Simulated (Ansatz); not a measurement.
# AlSn (P-6m2) in Ansatz: reference runs

Aim: a first look at AlSn with PBE, on the cell as given and on a disturbed one.

Everything below comes from runs of Ansatz 0.2.0. Logs are shortened: lines on timing, memory, paths and dates and some standing lists are left out, and cuts for length are marked.

**1. The crystal as given**

Symmetry: P-6m2, No. 187, hexagonal system. The conventional cell has a = 4.198 Å, b = 4.198 Å, c = 3.307 Å, α = 90.00°, β = 90.00°, γ = 120.00°. Sn (site symmetry -6m2) is surrounded by 6 Al at 2.93 Å and 2 Sn at 3.31 Å. Al (site symmetry -6m2) has 6 Sn at 2.93 Å and 2 Al at 3.31 Å as nearest neighbours.

The cell comes from a database or a generator and needn't be the stable form of this composition.

**2. Single point, PBE**

Contents of input.yaml:

```yaml
crystal:
  lattice:
    - [4.1981056157, 0.0, 0.0]
    - [-2.0990528078, 3.6356661109, 0.0]
    - [0.0, 0.0, 3.306847]
  atoms:
    - { symbol: Sn, position: [0.3333333333, 0.6666666667, 0.5] }
    - { symbol: Al, position: [0.0, 0.0, 0.0] }
hamiltonian:
  xc: pbe
  pseudopotentials: { kind: paw }
kpoints:
  mp_grid: { grid: [7, 7, 8] }
scf:
  occupations: { method: fermi_dirac, width: 0.05 }
output:
  forces: true
  stress: true
  eigenvalues: true
```

Potentials or basis: Ansatz PAW.

Launch:

```bash
$ ansatz run input.yaml --threads 2 --pin off --max-ram 5120MiB --backend cpu --events-out ev --progress --plain --runs-dir out
```

Output:

```text
Warning: RAYON_NUM_THREADS=2 ignored (pool sized by the plan → 2); use --threads N
Engine: ansatz 0.2.0, aarch64-unknown-linux-gnu
Pseudopotentials: kind: paw
Pseudopotential: Sn, paw, valence charge 14, recommended cutoff 420 eV (normal), Sn.paw.azcp
Pseudopotential: Al, paw, valence charge 3, recommended cutoff 420 eV (normal), Al.paw.azcp
Functional definition: PBE
  parameter kappa = 0.804
  parameter beta = 0.06672455060314922
  exchange = pbe_x(kappa = kappa, mu = beta*pi^2/3)
  correlation = pbe_c(beta = beta)
Crystal: 2 atoms, lattice volume = 50.472 Å³
Basis set: ecut = 420 eV, 953 PW (Γ), exchange–correlation on 60×60×48 points (8 copies of the dense FFT grid, shifted against one another)
Bands: 13, of which v1, the nominal top of the filled ones, is band 9 counted from 1 (8 counted from 0)
Symmetry: 12 space group operations
Space group: P-6m2 (ITA 187), of the structure as read, at distance tolerance 3.7e-5 Å
k-points: 40 of 392 (time reversal used)
Non-local potential: Sn, projectors of the file, l = 0: 2, l = 1: 2, l = 2: 2, l = 3: 2
Non-local potential: Al, projectors of the file, l = 0: 2, l = 1: 2, l = 2: 1
PAW form: soft (Blöchl's): semilocal exchange-correlation on the pseudo side does not see the compensation charge
PAW one-centre angular grid: Sn, 590 points (default); XC on 64 Gauss nodes
PAW one-centre angular grid: Al, 110 points (default); XC on 64 Gauss nodes
Initial density: superposition of atomic densities (neutral atoms: chi_scale 0, normalization atom), corrected by the library's trained network
Initial wavefunctions: pseudopotential atomic-orbital guess
Functional: x = pbe(κ = 0.804, μ = 0.2195149727645171), c = pbe(β = 0.06672455060314922)
SCF iter   1: F=—  HF=-6561.325462 eV  |F-HF|=—  |Δ(HF+E_count)|=         —  Δρ=1.84e-3  dr2=2.28e-3  ethr=1.77e-3  ⟨swp⟩=5.9  Hψ=3312  notcnv=0
preconditioner: auto → none  [metal: Δε(μ)=0.094 eV  Ē_g=18.311 eV  σ=0.050 eV  W_gap=0.38  n_scr=8 (ndim 8)  ℏωp=21.6 eV  f_vac=0.000  D(μ)=0.40/eV (n_scr^D=0)  sad-step TF]
SCF iter   2: F=—  HF=-6561.324828 eV  |F-HF|=—  |Δ(HF+E_count)|=   6.34e-4  Δρ=1.18e-3  dr2=1.03e-3  ethr=1.34e-5  ⟨swp⟩=2.1  Hψ=1089  notcnv=0
SCF iter   3: F=—  HF=-6561.324798 eV  |F-HF|=—  |Δ(HF+E_count)|=   2.92e-5  Δρ=6.88e-4  dr2=2.30e-4  ethr=6.05e-6  ⟨swp⟩=2.0  Hψ=840  notcnv=0
SCF iter   4: F=—  HF=-6561.324683 eV  |F-HF|=—  |Δ(HF+E_count)|=   1.15e-4  Δρ=2.23e-4  dr2=1.72e-5  ethr=1.35e-6  ⟨swp⟩=2.2  Hψ=800  notcnv=0
SCF iter   5: F=—  HF=-6561.324687 eV  |F-HF|=—  |Δ(HF+E_count)|=   4.25e-6  Δρ=3.41e-5  dr2=4.40e-7  ethr=1.01e-7  ⟨swp⟩=2.2  Hψ=808  notcnv=0
SCF iter   6: F=-6561.324687 eV  HF=-6561.324687 eV  |F-HF|=2.70e-8  |Δ(HF+E_count)|=   3.50e-8  Δρ=6.69e-6  dr2=3.43e-8  ethr=5.88e-10  ⟨swp⟩=7.3  Hψ=2739  notcnv=0
SCF 1 converged in 6 iterations: F = -6561.324687 eV  dr2 = 3.43e-8
SCF converged after 6 iterations
Free energy (F): -6561.324687 eV
Harris-Foulkes:  -6561.324687 eV  (|F-HF|=2.70e-8)
Internal energy: -6561.320561 eV  (E = F + TS)
E sigma→0 (E₀):  -6561.322624 eV
Entropy (-TS):   -0.004126 eV (-2.063 meV/atom)
Fermi energy:    7.898361 eV
--- Per-component energies (eV) ---
  E_band       = -108.302836
  E_kinetic    = 207.403817
  E_local      = -1142.361601  (includes V_loc(G=0)·N_el)
  E_nonlocal   = -21.605650
  E_hartree    = 665.525505
  E_xc         = -421.141069
  E_vxc        = -123.514984  (∫ρ·V_xc dr)
  E_paw        = -4603.792493  (= ΣΔE_a)
  E_vpaw       = -359.282560  (= ΣTr[D̂ρ^β])
  E_aug_tail   = -0.000003  (compensation charges beyond the density's cutoff)
  E_ewald      = -1245.349068
  E_smearing   = -0.004126  (= −TS)
  E_closure    = -0.000000  (closes the sum)
  Σ components = -6561.324687   (vs F -6561.324687, Δ=0.00e0)
--- Forces (eV/Å), atoms counted from 1 ---
  atom   1  Sn     0.00000000     0.00000000     0.00000000
  atom   2  Al    -0.00000000    -0.00000000     0.00000000
  max |Σ_I F_I| component: 1.85e-17 eV/Å
--- Stress (GPa, compression-positive) ---
        0.145773       0.000000       0.000000
        0.000000       0.145773       0.000000
        0.000000       0.000000       0.455186
  P = ⅓ Tr σ = 0.2489 GPa (2.489 kbar)
--- Band table (eV; the first three rows and the last of 40) ---
  k-point 0: bands = ["-13.4719", "-13.3631", "-13.3631", "-13.3459", "-13.3459", "-2.5542", "7.6732", "7.6732", "8.5888", "10.4970", "11.0163", "11.0163", "13.0660"]
  k-point 1: bands = ["-13.4462", "-13.3620", "-13.3620", "-13.3553", "-13.3553", "-2.3352", "7.9024", "7.9024", "8.0767", "9.1235", "11.1896", "11.1896", "14.0410"]
  k-point 2: bands = ["-13.3837", "-13.3783", "-13.3783", "-13.3589", "-13.3589", "-1.6784", "5.5424", "8.5730", "8.5730", "9.5334", "11.6670", "11.6670", "14.5079"]
  k-point 39: bands = ["-13.4212", "-13.4169", "-13.3497", "-13.3420", "-13.2823", "2.3752", "3.9824", "4.9414", "5.5882", "7.2531", "8.2677", "15.0079", "15.4087"]
```

Wall time 1.2 s (2 threads of Arm Neoverse V2, shared host); peak memory 0.31 GiB.

Results:

```
Free energy            : -6561.3247 eV
Pressure               : 0.2 GPa
Band gap on the k mesh : none (metal or under the smearing width)
```

**3. Single point, PBE (atoms moved at random, drawn with an rms of 0.05 Å)**

input.yaml: that of step 2 with these lines changed.

```diff
@@ -6,4 +6,4 @@
   atoms:
-    - { symbol: Sn, position: [0.3333333333, 0.6666666667, 0.5] }
-    - { symbol: Al, position: [0.0, 0.0, 0.0] }
+    - { symbol: Sn, position: [0.331463, 0.66059, 0.495865] }
+    - { symbol: Al, position: [0.005642, 0.004275, -0.005453] }
 hamiltonian:
@@ -19 +19,5 @@
   eigenvalues: true
+  write_density: true
+  write_potential: true
+  elf: true
+  volumetric_format: npy
```

Potentials or basis: Ansatz PAW.

Launch:

```bash
$ ansatz run input.yaml --threads 2 --pin off --max-ram 5120MiB --backend cpu --events-out ev --progress --plain --runs-dir out
```

Output:

```text
Warning: RAYON_NUM_THREADS=2 ignored (pool sized by the plan → 2); use --threads N
[... 9 set-up lines as earlier in the session ...]
Crystal: 2 atoms, lattice volume = 50.472 Å³
Basis set: ecut = 420 eV, 953 PW (Γ), exchange–correlation on 60×60×48 points (8 copies of the dense FFT grid, shifted against one another)
Bands: 13, of which v1, the nominal top of the filled ones, is band 9 counted from 1 (8 counted from 0)
Symmetry: 1 space group operations
Space group: P1 (ITA 1), of the structure as read, at distance tolerance 3.7e-5 Å
k-points: 197 of 392 (time reversal used)
[... 8 set-up lines as earlier in the session ...]
SCF iter   1: F=—  HF=-6561.322612 eV  |F-HF|=—  |Δ(HF+E_count)|=         —  Δρ=1.84e-3  dr2=2.26e-3  ethr=1.77e-3  ⟨swp⟩=6.0  Hψ=16446  notcnv=0
preconditioner: auto → none  [insulator: Δε(μ)=0.160 eV  Ē_g=18.308 eV  σ=0.050 eV  W_gap=0.66  n_scr=8 (ndim 8)  ℏωp=21.6 eV  f_vac=0.000  D(μ)=0.38/eV (n_scr^D=0)  ε∞_Penn≈2.4]
SCF iter   2: F=—  HF=-6561.321804 eV  |F-HF|=—  |Δ(HF+E_count)|=   8.08e-4  Δρ=8.38e-4  dr2=3.48e-4  ethr=1.33e-5  ⟨swp⟩=2.2  Hψ=5740  notcnv=0
SCF iter   3: F=—  HF=-6561.321826 eV  |F-HF|=—  |Δ(HF+E_count)|=   2.19e-5  Δρ=2.89e-4  dr2=3.87e-5  ethr=2.05e-6  ⟨swp⟩=2.0  Hψ=4183  notcnv=0
SCF iter   4: F=—  HF=-6561.321847 eV  |F-HF|=—  |Δ(HF+E_count)|=   2.14e-5  Δρ=8.94e-5  dr2=2.29e-6  ethr=2.27e-7  ⟨swp⟩=2.2  Hψ=3410  notcnv=0
SCF iter   5: F=—  HF=-6561.321850 eV  |F-HF|=—  |Δ(HF+E_count)|=   2.63e-6  Δρ=1.89e-5  dr2=1.11e-7  ethr=1.35e-8  ⟨swp⟩=2.0  Hψ=4188  notcnv=0
SCF iter   6: F=-6561.321850 eV  HF=-6561.321850 eV  |F-HF|=9.85e-10  |Δ(HF+E_count)|=   7.22e-8  Δρ=4.07e-6  dr2=7.51e-9  ethr=5.88e-10  ⟨swp⟩=10.4  Hψ=17495  notcnv=0
SCF 1 converged in 6 iterations: F = -6561.321850 eV  dr2 = 7.51e-9
SCF converged after 6 iterations
Free energy (F): -6561.321850 eV
Harris-Foulkes:  -6561.321850 eV  (|F-HF|=9.85e-10)
Internal energy: -6561.317775 eV  (E = F + TS)
E sigma→0 (E₀):  -6561.319813 eV
Entropy (-TS):   -0.004075 eV (-2.037 meV/atom)
Fermi energy:    7.895296 eV
--- Per-component energies (eV) ---
  E_band       = -108.317858
  E_kinetic    = 207.409636
  E_local      = -1142.433278  (includes V_loc(G=0)·N_el)
  E_nonlocal   = -21.602921
  E_hartree    = 665.553743
  E_xc         = -421.142554
  E_vxc        = -123.516983  (∫ρ·V_xc dr)
  E_paw        = -4603.794620  (= ΣΔE_a)
  E_vpaw       = -359.285199  (= ΣTr[D̂ρ^β])
  E_aug_tail   = -0.000003  (compensation charges beyond the density's cutoff)
  E_ewald      = -1245.307779
  E_smearing   = -0.004075  (= −TS)
  E_closure    = -0.000000  (closes the sum)
  Σ components = -6561.321850   (vs F -6561.321850, Δ=0.00e0)
--- Forces (eV/Å), atoms counted from 1 ---
  atom   1  Sn     0.03339776     0.14386225    -0.00744871
  atom   2  Al    -0.03339614    -0.14385604     0.00744868
  max |Σ_I F_I| component: 6.21e-6 eV/Å
--- Stress (GPa, compression-positive) ---
       -0.262365      -0.106246      -0.001361
       -0.106246       0.593156      -0.006056
       -0.001361      -0.006056       0.480166
  P = ⅓ Tr σ = 0.2703 GPa (2.703 kbar)
--- Band table (eV; the first three rows and the last of 197) ---
  k-point 0: bands = ["-13.4731", "-13.3641", "-13.3640", "-13.3477", "-13.3464", "-2.5552", "7.5934", "7.7549", "8.5884", "10.4955", "10.9192", "11.1139", "13.0653"]
  k-point 1: bands = ["-13.4473", "-13.3631", "-13.3629", "-13.3571", "-13.3558", "-2.3363", "7.8230", "7.9837", "8.0761", "9.1223", "11.0929", "11.2869", "14.0391"]
  k-point 2: bands = ["-13.3849", "-13.3803", "-13.3786", "-13.3600", "-13.3598", "-1.6794", "5.5414", "8.4952", "8.6526", "9.5324", "11.5747", "11.7600", "14.5061"]
  k-point 196: bands = ["-13.4398", "-13.3637", "-13.3608", "-13.3593", "-13.3482", "-0.9827", "2.8137", "5.4555", "9.6507", "10.5154", "12.9302", "13.4498", "15.3996"]
```

v_z.tsv:

```text
# z_ang	v_es[eV]	v_tot[eV]
# format = ansatz-planar-average/11
# xc	pbe
# density_cutoff_ev	1680
# datasets	Sn=:simpson_from_first_knot:soft	Al=:simpson_from_first_knot:soft
# lattice	4.198105616	0.000000000	0.000000000
# lattice	-2.099052808	3.635666111	0.000000000
# lattice	0.000000000	0.000000000	3.306847000
# sites	2
# site	50	0.004903387	2.401684676	1.639749688
# site	13	0.014712261	0.015542473	-0.018032237
0.000000	5.658767e0	-3.241653e0
0.137785	5.618214e0	-3.247718e0
0.275571	5.517308e0	-3.274931e0
0.413356	5.405324e0	-3.287559e0
0.551141	5.314023e0	-3.323281e0
0.688926	5.161950e0	-3.575759e0
[... 16 lines left out ...]
3.031276	5.532582e0	-3.290711e0
3.169062	5.628768e0	-3.254057e0
```

Run time: 6.8 s. Hardware: 2 threads of Arm Neoverse V2, shared host; peak memory 0.44 GiB.

What came out:

```
Free energy            : -6561.3218 eV
Pressure               : 0.3 GPa
Largest force          : 0.148 eV/Å
Band gap on the k mesh : none (metal or under the smearing width)
```

Forces in eV/Å, atoms in the order of the input:
```
Sn   0.033  0.144 -0.007
Al  -0.033 -0.144  0.007
```

Levels at points of the mesh, in eV from the Fermi level:
| k point | band 5 | band 6 | band 7 | band 8 | band 9 | band 10 | band 11 | band 12 |
| --- | --- | --- | --- | --- | --- | --- | --- | --- |
| (0.00, 0.00, 0.00) | -21.24 | -10.45 | -0.30 | -0.14 | 0.69 | 2.60 | 3.02 | 3.22 |
| (0.00, 0.00, -0.50) | -21.19 | -7.42 | -6.22 | 2.65 | 2.78 | 3.53 | 3.61 | 3.78 |
